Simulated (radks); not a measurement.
**Polarisabilities and dispersion coefficients of Ne, Mg²⁺, Al³⁺ and others**

Aim: static dipole polarisabilities and C6 coefficients, each species in its NIST ground configuration. After each ground state the linear response is solved; its values go to the run's result record, not to the log. Response by self-consistent Sternheimer equations with the Hartree and adiabatic LDA kernel.

Program: radks (a radial shooting solver on a logarithmic mesh, Libxc functionals) version 1. Level of theory: non-relativistic Kohn-Sham, PBE, spin-polarised, spherical densities, point nucleus. These are calculated values, not measurements, unless marked.

## Step 1: Starting point

| Quantity | Value |
| --- | --- |
| species | Ne ([Ne]), Mg²⁺ ([Ne]), Al³⁺ ([Ne]), Si⁴⁺ ([Ne]), P⁵⁺ ([Ne]), S⁶⁺ ([Ne]), Cl⁷⁺ ([Ne]), Ar⁸⁺ ([Ne]) |

## Step 2: Ne, [Ne]

Input:

```text
Z 10
configuration [Ne]
relativity non-relativistic
functional pbe,pbe
spin polarised
nucleus point
response adiabatic LDA kernel
```

## Step 3: Mg²⁺, [Ne]

Settings, as their differences from step 2:

```diff
@@ -1,2 +1,2 @@
-Z 10
+Z 12
 configuration [Ne]
```

## Step 4: Al³⁺, [Ne]

Settings, as their differences from step 3:

```diff
@@ -1,2 +1,2 @@
-Z 12
+Z 13
 configuration [Ne]
```

## Step 5: Si⁴⁺, [Ne]

Settings, as their differences from step 4:

```diff
@@ -1,2 +1,2 @@
-Z 13
+Z 14
 configuration [Ne]
```

## Step 6: P⁵⁺, [Ne]

Settings, as their differences from step 5:

```diff
@@ -1,2 +1,2 @@
-Z 14
+Z 15
 configuration [Ne]
```

## Step 7: S⁶⁺, [Ne]

Settings, as their differences from step 6:

```diff
@@ -1,2 +1,2 @@
-Z 15
+Z 16
 configuration [Ne]
```

## Step 8: Cl⁷⁺, [Ne]

Settings, as their differences from step 7:

```diff
@@ -1,2 +1,2 @@
-Z 16
+Z 17
 configuration [Ne]
```

## Step 9: Ar⁸⁺, [Ne]

Settings, as their differences from step 8:

```diff
@@ -1,2 +1,2 @@
-Z 17
+Z 18
 configuration [Ne]
```

**Question.** What will these runs give? Wanted: for each run, species; −ε(HOMO); α; α uncoupled; C6; C8; recommended α.

**Answer**, as computed:

| species | −ε(HOMO) (eV) | α (bohr³) | α uncoupled (bohr³) | C6 (hartree bohr⁶) | C8 (hartree bohr⁸) | recommended α (bohr³) |
| --- | --- | --- | --- | --- | --- | --- |
| Ne | 13.347 | 3.104 | 3.535 | 7.488 | 117.5 | 2.6611 |
| Mg²⁺ | 66.718 | 0.5145 | 0.5828 | 0.6232 | 3.760 | - |
| Al³⁺ | 104.13 | 0.2834 | 0.3189 | 0.2650 | 1.173 | - |
| Si⁴⁺ | 148.52 | 0.1714 | 0.1916 | 0.1280 | 0.4359 | - |
| P⁵⁺ | 199.82 | 0.1107 | 0.1230 | 0.06764 | 0.1834 | - |
| S⁶⁺ | 258.01 | 0.07504 | 0.08287 | 0.03829 | 0.08481 | - |
| Cl⁷⁺ | 323.06 | 0.05285 | 0.05806 | 0.02288 | 0.04223 | - |
| Ar⁸⁺ | 394.96 | 0.03838 | 0.04196 | 0.01429 | 0.02233 | - |

Uncoupled leaves out the potential induced by the response; C6 and C8 are for like pairs. Ne is the most polarisable and Ar⁸⁺ the least, a factor 80.9 apart. For the pair Ne–Ar⁸⁺ the Casimir-Polder integral gives C6 = 0.1958, the rule 2·Ca·Cb/(Ca·αb/αa + Cb·αa/αb) on the like-pair values 0.1715. Against the recommended values (Schwerdtfeger and Nagle, 2023 table) the misses are Ne +17 %. C8 is given only where no p, d or f shell is open.
